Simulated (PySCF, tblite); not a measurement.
# C₇H₁₄Si: infrared bands, NMR shifts and electronic excitations at several levels of theory, part 2 of 2

tblite 0.8.0 and PySCF 2.14.0. Atoms count from 0. Earlier steps stand in the parts before.

## Step 6: Ultraviolet spectrum: CAM-B3LYP/def2-SVPD

The job: settings as JSON, then the geometry in Å.

```
{"job": {"kind": "uv", "xc": "CAM-B3LYP", "basis": "def2-SVPD", "ip": true}, "charge": 0, "multiplicity": 1}
C     -2.286044    -1.162252    -0.550108
C     -1.356448    -0.110817     0.043880
C     -1.463405     1.214931    -0.700648
C      0.092158    -0.633317     0.123535
C      1.039062     0.317692     0.812453
C      2.166843     0.712291     0.203948
C      2.490997     0.187345    -1.170091
Si     1.021347    -0.968171    -1.519181
H     -2.035182    -1.362704    -1.605241
H     -3.335615    -0.831299    -0.517784
H     -2.215792    -2.115493    -0.003054
H     -1.683597     0.070508     1.086136
H     -0.799050     1.976046    -0.264215
H     -2.493449     1.602514    -0.667792
H     -1.188937     1.100487    -1.762265
H      0.060391    -1.579298     0.696740
H      0.782815     0.685857     1.813982
H      2.856740     1.407079     0.696875
H      3.456078    -0.347792    -1.180763
H      2.588485     1.004416    -1.905706
H      0.265690    -0.602566    -2.757204
H      1.432229    -2.400635    -1.649824
```

Method: TDDFT CAM-B3LYP/def2-SVPD, vertical, gas phase, core orbitals frozen in the response.

The log of the run:

```text
coarse grid: 17912 points
cycle   1  E = -564.0755072169  dE =  8.535e-01  |g| = 3.621e-01  |ddm| = 8.958e+00
cycle   2  E = -564.0922841499  dE = -1.678e-02  |g| = 2.907e-01  |ddm| = 1.394e+00
cycle   3  E = -564.1145961504  dE = -2.231e-02  |g| = 4.270e-02  |ddm| = 7.213e-01
cycle   4  E = -564.1150526807  dE = -4.565e-04  |g| = 1.962e-02  |ddm| = 1.728e-01
cycle   5  E = -564.1151466229  dE = -9.394e-05  |g| = 4.739e-03  |ddm| = 5.128e-02
cycle   6  E = -564.1151519885  dE = -5.366e-06  |g| = 1.480e-03  |ddm| = 1.317e-02
final grid: 165592 points
cycle   7  E = -564.2124058195  dE = -4.696e-05  |g| = 4.010e-03  |ddm| = 1.458e-01
cycle   8  E = -564.2124059776  dE = -1.581e-07  |g| = 4.066e-03  |ddm| = 2.213e-02
cycle   9  E = -564.2124102311  dE = -4.254e-06  |g| = 4.152e-04  |ddm| = 9.327e-03
cycle  10  E = -564.2124102592  dE = -2.803e-08  |g| = 2.709e-04  |ddm| = 1.353e-03
cycle  11  E = -564.2124102784  dE = -1.920e-08  |g| = 4.008e-05  |ddm| = 6.368e-04
cycle  12  E = -564.2124102788  dE = -4.377e-10  |g| = 1.106e-05  |ddm| = 1.318e-04
converged SCF energy = -564.2124102788

Static polarisability (au): isotropic 106.786, principal 92.017 105.461 122.880

Singlet excitations
state   eV       nm        f      main configurations
  1   6.7317    184.2   0.00639   H->L 0.73, H->L+3 0.11, H->L+1 0.10
  2   6.9342    178.8   0.20165   H->L+1 0.51, H->L+2 0.29, H->L 0.08
  3   7.2512    171.0   0.01818   H-1->L+1 0.47, H-1->L+2 0.30, H-1->L 0.08
  4   7.3039    169.8   0.00340   H->L+2 0.53, H->L+1 0.24
  5   7.5957    163.2   0.00067   H->L+4 0.53, H->L+6 0.19, H->L+5 0.15
  6   7.6514    162.0   0.01480   H->L+6 0.50, H->L+4 0.28
  7   7.7378    160.2   0.01078   H-1->L 0.68, H-1->L+1 0.09
  8   7.8966    157.0   0.00577   H-2->L+1 0.21, H-2->L+2 0.14, H-1->L+1 0.14
  9   7.9140    156.7   0.00422   H->L+3 0.19, H->L+5 0.15, H->L+7 0.09
 10   7.9897    155.2   0.00993   H-1->L+2 0.41, H-2->L+2 0.14, H-2->L+1 0.14

Triplet excitations (Tamm-Dancoff, eV): 4.2866 6.6164 7.0623 7.1871
Vertical ionisation energy (delta-SCF) = 9.0165 eV
```

It took 2.6 min on 1 thread of AMD EPYC 9R45, shared host; peak memory 1.5 GiB.

Frontier orbitals and where they lie:

| orbital | eV | atoms |
| --- | --- | --- |
| HOMO−3 | -10.52 | Si7 30 %, H21 24 %, H20 14 % |
| HOMO−2 | -10.02 | C6 27 %, Si7 23 %, C5 12 % |
| HOMO−1 | -9.27 | C3 28 %, Si7 20 %, C1 12 % |
| HOMO | -8.35 | C5 32 %, C4 31 %, C6 8 % |
| LUMO | 1.24 | Si7 21 %, C5 8 %, C6 6 % |
| LUMO+1 | 1.45 | C5 16 %, C4 12 %, Si7 11 % |
| LUMO+2 | 1.64 | C4 19 %, C5 16 %, C0 8 % |

With each of the 10 states as a Gaussian band of 0.4 eV half-width at 1/e, the curve within the window shown has maxima at 179 nm (ε 8,900) L/(mol cm). Beyond the last state computed it falls off for lack of states. The curve at chosen wavelengths:

```json
{"nm": "150", "ε (L/mol/cm)": "503"}
{"nm": "152", "ε (L/mol/cm)": "812"}
{"nm": "154", "ε (L/mol/cm)": "1157"}
{"nm": "156", "ε (L/mol/cm)": "1483"}
{"nm": "158", "ε (L/mol/cm)": "1745"}
{"nm": "160", "ε (L/mol/cm)": "1940"}
{"nm": "162", "ε (L/mol/cm)": "2123"}
{"nm": "165", "ε (L/mol/cm)": "2606"}
{"nm": "167", "ε (L/mol/cm)": "3235"}
{"nm": "169", "ε (L/mol/cm)": "4176"}
{"nm": "171", "ε (L/mol/cm)": "5378"}
{"nm": "173", "ε (L/mol/cm)": "6678"}
{"nm": "175", "ε (L/mol/cm)": "7840"}
{"nm": "177", "ε (L/mol/cm)": "8623"}
{"nm": "179", "ε (L/mol/cm)": "8862"}
{"nm": "181", "ε (L/mol/cm)": "8517"}
{"nm": "183", "ε (L/mol/cm)": "7670"}
{"nm": "185", "ε (L/mol/cm)": "6493"}
{"nm": "187", "ε (L/mol/cm)": "5185"}
{"nm": "190", "ε (L/mol/cm)": "3340"}
{"nm": "192", "ε (L/mol/cm)": "2339"}
{"nm": "194", "ε (L/mol/cm)": "1564"}
{"nm": "196", "ε (L/mol/cm)": "1001"}
{"nm": "198", "ε (L/mol/cm)": "616"}
{"nm": "200", "ε (L/mol/cm)": "365"}
{"nm": "202", "ε (L/mol/cm)": "209"}
```

Leading natural transition orbitals of singlet state 2: the hole lies on C4, C5 about 26 % each; H15 8 %; C3 6 %; the particle on C4, C5 about 25 % each; H16, H17 about 9 % each; H15 6 %.

Leading natural transition orbitals of singlet state 1: the hole lies on C4, C5 about 33 % each; the particle on H16, H17 about 15 % each; H18 12 %; H15, H19 about 9 % each.

Further results of this job:

| property | computed |
| --- | --- |
| dipole moment (D) | 0.44 |
| polarisability (Å³) | 15.82 |
| HOMO–LUMO gap (eV) | 9.59 |
| −ε(HOMO) (eV) | 8.35 |

## Step 7: Nuclear shieldings: wB97X-D/pcSseg-1

Same as in step 6 but for these lines:

```diff
@@ -1,2 +1,2 @@
-{"job": {"kind": "uv", "xc": "CAM-B3LYP", "basis": "def2-SVPD", "ip": true}, "charge": 0, "multiplicity": 1}
+{"job": {"kind": "nmr", "xc": "wB97X-D", "basis": "pcSseg-1", "pop": false}, "charge": 0, "multiplicity": 1}
 C     -2.286044    -1.162252    -0.550108
```

Level: GIAO wB97X-D/pcSseg-1 NMR shielding, non-relativistic, gas phase.

The log of the run:

```text
coarse grid: 17912 points
cycle   1  E = -564.4260657965  dE =  9.927e-01  |g| = 3.156e-01  |ddm| = 4.035e+00
cycle   2  E = -564.4461456538  dE = -2.008e-02  |g| = 2.072e-01  |ddm| = 4.941e-01
cycle   3  E = -564.4568835792  dE = -1.074e-02  |g| = 3.708e-02  |ddm| = 2.030e-01
cycle   4  E = -564.4572808165  dE = -3.972e-04  |g| = 1.356e-02  |ddm| = 6.406e-02
cycle   5  E = -564.4573243869  dE = -4.357e-05  |g| = 3.385e-03  |ddm| = 1.608e-02
cycle   6  E = -564.4573274696  dE = -3.083e-06  |g| = 1.274e-03  |ddm| = 5.214e-03
final grid: 165592 points
cycle   7  E = -564.5133193638  dE = -2.554e-04  |g| = 4.388e-03  |ddm| = 5.139e-02
cycle   8  E = -564.5133236435  dE = -4.280e-06  |g| = 2.872e-03  |ddm| = 1.046e-02
cycle   9  E = -564.5133254609  dE = -1.817e-06  |g| = 7.519e-04  |ddm| = 2.755e-03
cycle  10  E = -564.5133256203  dE = -1.595e-07  |g| = 2.850e-04  |ddm| = 1.265e-03
cycle  11  E = -564.5133256392  dE = -1.886e-08  |g| = 7.908e-05  |ddm| = 3.262e-04
cycle  12  E = -564.5133256410  dE = -1.812e-09  |g| = 1.830e-05  |ddm| = 1.280e-04
cycle  13  E = -564.5133256411  dE = -1.203e-10  |g| = 5.384e-06  |ddm| = 4.438e-05
converged SCF energy = -564.5133256411

GIAO shielding tensors (ppm)
atom      isotropic    diamagn.    paramagn.     s11        s22        s33       span
  0 C      159.052     246.436     -87.383    142.700    149.817    184.640     41.940
  1 C      153.885     244.241     -90.357    147.118    153.338    161.198     14.080
  2 C      165.331     248.437     -83.106    155.187    157.491    183.316     28.129
  3 C      146.342     252.550    -106.208    125.637    143.858    169.530     43.893
  4 C       36.864     255.845    -218.981    -76.230     56.870    129.954    206.184
  5 C       43.746     256.647    -212.901    -71.922     62.998    140.161    212.084
  6 C      171.199     256.055     -84.856    159.256    161.159    193.183     33.927
  7 Si     384.394     880.660    -496.266    329.998    383.975    439.210    109.212
  8 H       30.592      30.131       0.461     26.499     30.206     35.071      8.572
  9 H       30.244      28.606       1.638     25.876     27.423     37.432     11.556
 10 H       30.336      29.749       0.586     26.225     27.919     36.863     10.638
 11 H       29.681      32.802      -3.121     26.112     27.429     35.501      9.389
 12 H       30.355      31.596      -1.240     25.108     30.184     35.774     10.666
 13 H       30.620      29.890       0.730     26.216     27.799     37.845     11.630
 14 H       30.742      31.603      -0.861     26.517     30.437     35.273      8.756
 15 H       29.384      33.423      -4.039     25.315     28.116     34.721      9.406
 16 H       25.512      32.866      -7.355     23.248     25.834     27.453      4.206
 17 H       25.343      31.080      -5.737     22.956     25.183     27.892      4.936
 18 H       29.855      28.889       0.966     25.349     26.805     37.412     12.063
 19 H       29.879      30.196      -0.317     26.026     26.813     36.798     10.772
 20 H       27.035      30.046      -3.011     23.382     26.741     30.982      7.600
 21 H       27.256      29.374      -2.118     23.319     25.361     33.089      9.770
```

It took 29 s on 1 thread of AMD EPYC 9R45, shared host; peak memory 1.2 GiB.

In short: δ C4 147.7, C5 140.8, C3 38.2, C1 30.7, H17 6.04, H16 5.87 ppm.

## Step 8: NMR shieldings: PBE0/pcSseg-1 in chloroform

Same as in step 7 but for these lines:

```diff
@@ -1,2 +1,2 @@
-{"job": {"kind": "nmr", "xc": "wB97X-D", "basis": "pcSseg-1", "pop": false}, "charge": 0, "multiplicity": 1}
+{"job": {"kind": "nmr", "xc": "PBE0", "basis": "pcSseg-1", "solvent": "chloroform", "pop": true}, "charge": 0, "multiplicity": 1}
 C     -2.286044    -1.162252    -0.550108
```

Method: GIAO PBE0/pcSseg-1 NMR shielding, non-relativistic, IEF-PCM chloroform.

The log of the run:

```text
coarse grid: 17912 points
cycle   1  E = -564.0386218464  dE =  6.727e-01  |g| = 4.626e-01  |ddm| = 4.076e+00
cycle   2  E = -564.0238289206  dE =  1.479e-02  |g| = 5.254e-01  |ddm| = 9.130e-01
cycle   3  E = -564.0976902225  dE = -7.386e-02  |g| = 4.477e-02  |ddm| = 5.273e-01
cycle   4  E = -564.0980102534  dE = -3.200e-04  |g| = 2.668e-02  |ddm| = 7.115e-02
cycle   5  E = -564.0981713792  dE = -1.611e-04  |g| = 8.273e-03  |ddm| = 2.828e-02
cycle   6  E = -564.0981870887  dE = -1.571e-05  |g| = 2.592e-03  |ddm| = 8.398e-03
cycle   7  E = -564.0981887394  dE = -1.651e-06  |g| = 2.955e-04  |ddm| = 2.105e-03
final grid: 165592 points
cycle   8  E = -564.1480006187  dE = -4.980e-05  |g| = 8.721e-03  |ddm| = 4.298e-02
cycle   9  E = -564.1479924962  dE =  8.122e-06  |g| = 1.035e-02  |ddm| = 1.782e-02
cycle  10  E = -564.1480211197  dE = -2.862e-05  |g| = 7.588e-04  |ddm| = 1.003e-02
cycle  11  E = -564.1480212298  dE = -1.101e-07  |g| = 3.415e-04  |ddm| = 1.000e-03
cycle  12  E = -564.1480212573  dE = -2.747e-08  |g| = 9.323e-05  |ddm| = 3.328e-04
cycle  13  E = -564.1480212592  dE = -1.937e-09  |g| = 3.303e-05  |ddm| = 9.843e-05
cycle  14  E = -564.1480212594  dE = -2.578e-10  |g| = 3.046e-06  |ddm| = 2.844e-05
converged SCF energy = -564.1480212594

GIAO shielding tensors (ppm)
atom      isotropic    diamagn.    paramagn.     s11        s22        s33       span
  0 C      159.383     246.851     -87.468    143.014    149.613    185.522     42.507
  1 C      153.090     244.077     -90.987    146.219    152.550    160.500     14.281
  2 C      165.726     248.842     -83.116    155.638    157.445    184.095     28.457
  3 C      144.273     251.887    -107.614    123.147    141.652    168.020     44.873
  4 C       36.911     255.372    -218.461    -73.043     54.714    129.063    202.106
  5 C       44.024     256.523    -212.499    -68.344     61.064    139.352    207.696
  6 C      170.089     255.923     -85.834    157.794    159.400    193.074     35.280
  7 Si     385.737     880.783    -495.046    332.057    384.488    440.665    108.609
  8 H       30.489      29.971       0.518     26.390     30.117     34.960      8.570
  9 H       30.095      28.538       1.557     25.706     27.258     37.321     11.615
 10 H       30.168      29.608       0.560     26.049     27.714     36.740     10.691
 11 H       29.407      32.537      -3.130     25.827     27.110     35.282      9.455
 12 H       30.288      31.456      -1.169     25.003     30.106     35.753     10.750
 13 H       30.477      29.801       0.677     26.073     27.638     37.721     11.647
 14 H       30.650      31.388      -0.738     26.404     30.363     35.184      8.781
 15 H       28.998      32.996      -3.999     24.946     27.687     34.361      9.415
 16 H       25.263      32.701      -7.438     23.006     25.589     27.193      4.187
 17 H       25.097      31.020      -5.923     22.659     25.026     27.607      4.948
 18 H       29.547      28.739       0.808     24.951     26.521     37.168     12.216
 19 H       29.582      29.916      -0.334     25.644     26.521     36.580     10.936
 20 H       26.928      29.931      -3.003     23.284     26.651     30.847      7.563
 21 H       27.221      29.391      -2.170     23.293     25.329     33.043      9.750
```

Run time: 25 s. Hardware: 1 thread of AMD EPYC 9R45, shared host; peak memory 1.3 GiB.

This run: δ C4 148.3, C5 141.1, C3 40.9, C1 32.1, H17 6.15, H16 5.98 ppm.

## Step 9: Side by side: NMR shifts

Shifts (ppm) of some atoms, chosen among heavy atoms and hydrogens apart, with basis size and wall time:

| run | C4 | C3 | C1 | C6 | H15 | H18 | Si7 | functions | time |
| --- | --- | --- | --- | --- | --- | --- | --- | --- | --- |
| PBE0/pcSseg-1 | 147.2 | 40.2 | 31.6 | 14.5 | 2.18 | 1.64 | -34.2 | 213 | 30 s |
| wB97X-D/pcSseg-1 | 147.7 | 38.2 | 30.7 | 13.3 | 2.00 | 1.52 | -31.5 | 213 | 29 s |
| PBE0/pcSseg-1 in chloroform | 148.3 | 40.9 | 32.1 | 15.1 | 2.25 | 1.70 | -33.9 | 213 | 25 s |

## Step 10: Results

What follows sums up all 2 parts.

| quantity | value |
| --- | --- |
| strongest single infrared mode (GFN2-xTB) | 2226 cm⁻¹, 507 km/mol |
| zero-point energy (GFN2-xTB) | 117.0 kcal/mol |
| point group | C1 |
| rotational constants (main isotopes) | 2.73, 1.27, 1.08 GHz |
| 13C shifts against TMS (PBE0/pcSseg-1) | 147.2, 140.3, 40.2, 31.6, 25.6, 19.1, 14.5 ppm |
| 1H shifts against TMS (PBE0/pcSseg-1, means over atoms taken as alike) | 6.08, 5.90, 4.37, 4.12, 2.18, 1.80, 1.64, 1.60, 0.99, 0.80 ppm |
| 29Si shifts against TMS (PBE0/pcSseg-1) | -34.2 ppm |
| surface potential, 1st and 99th percentile | -0.54 V and 0.66 V |
| lowest singlet (CAM-B3LYP/def2-SVPD) | 6.73 eV (184 nm), f = 0.006 |
| brightest single state of those computed | state 2, 6.93 eV, f = 0.202 |
| lowest triplet | 4.29 eV |
| vertical ionisation energy (ΔSCF) | 9.02 eV |
| range of the shift of Si7 | -34.2 to -31.5 ppm |

What this shows: Single values in the summary come from the first run of each kind that ended normally (PBE0/pcSseg-1; CAM-B3LYP/def2-SVPD), which need not be the best level. Relaxing lowered the energy by 0.898 eV in 137 steps; the close pair that moved most is C1–C3, from 1.471 to 1.535 Å (GFN2-xTB). No mode is imaginary among the 60: a minimum at this level. The strongest single mode, at 2226 cm⁻¹, moves mainly H20 and H21. GFN2-xTB is a fitted tight-binding method: band positions and strengths are rough. Its intensities can rank the bands wrongly. Relaxing lowered the energy by 0.188 eV in 5 steps; the close pair that moved most is C0–H8, from 1.064 to 1.103 Å (PBE0/def2-SVP). The first singlet state (HOMO→LUMO 0.73, HOMO→LUMO+3 0.11) lies at 6.73 eV and is weak; of the 10 states computed, the strongest absorption comes from state 2 at 6.93 eV. The lowest triplet lies 2.45 eV below the lowest singlet (triplets in Tamm-Dancoff, singlets in full TDDFT). ΔSCF puts the ionisation energy at 9.02 eV, 0.67 eV above −ε(HOMO). In ppm, Si7 moves most: its shift spreads over 2.7 ppm, from -34.2 (PBE0/pcSseg-1) to -31.5 (wB97X-D/pcSseg-1). Part of that comes from the computed reference.
